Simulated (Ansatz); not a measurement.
# Ta2AlN2: the cost of one run

Computed with Ansatz 0.2.0 (DFT PBE, scalar-relativistic, plane waves, PAW, unless a step's input says otherwise).

1 further run of the same task is left out (it didn't finish).

## 1. The system as given

It takes space group P6/mmm (No. 191, hexagonal). Conventional cell: a = 3.928 Å, b = 3.928 Å, c = 5.842 Å, α = 90.00°, β = 90.00°, γ = 120.00°. Ta (site symmetry -6m2) is surrounded by 3 Ta at 2.27 Å. Al (site symmetry 6/mmm) has 6 N at 2.27 Å as nearest neighbours. Around N (site symmetry -6m2) lie 3 N at 2.27 Å and 3 Al at 2.27 Å.

As a file:

```
CELL_PARAMETERS angstrom
3.92835 0.00000 0.00000
-1.96417 3.40205 0.00000
0.00000 0.00000 5.84182
ATOMIC_POSITIONS crystal
Ta 0.33333 0.66667 0.50000
Ta 0.66667 0.33333 0.50000
Al 0.00000 0.00000 0.00000
N 0.33333 0.66667 0.00000
N 0.66667 0.33333 0.00000
```

The cell is invented: random cell by space group and Wyckoff sites (P6/mmm, No. 191). The dimensions are guesses.

## 2. The guess as it stands, on a coarse mesh

Input file input.yaml:

```yaml
crystal:
  lattice:
    - [3.92834634, 0.0, 0.0]
    - [-1.96417317, 3.40204772, 0.0]
    - [0.0, 0.0, 5.84181574]
  atoms:
    - { symbol: Ta, position: [0.33333333, 0.66666667, 0.5] }
    - { symbol: Ta, position: [0.66666667, 0.33333333, 0.5] }
    - { symbol: Al, position: [0.0, 0.0, 0.0] }
    - { symbol: "N", position: [0.33333333, 0.66666667, 0.0] }
    - { symbol: "N", position: [0.66666667, 0.33333333, 0.0] }
basis:
  ecutwfc: 420
kpoints:
  mp_grid: { grid: [6, 6, 4] }
hamiltonian:
  xc: pbe
scf:
  occupations: { method: gaussian, width: 0.1 }
  lower_state_search: "off"
output:
  forces: true
  stress: true
  eigenvalues: true
```

On the command line:

```bash
> ansatz run input.yaml --threads 1 --pin off --max-ram 2560MiB --backend cpu --events-out ev --progress --plain --runs-dir out
```

What time and memory should one allow on 1 thread of Intel Xeon at 2.70GHz, shared host?

About 2.3 s, with a peak of 0.37 GiB.
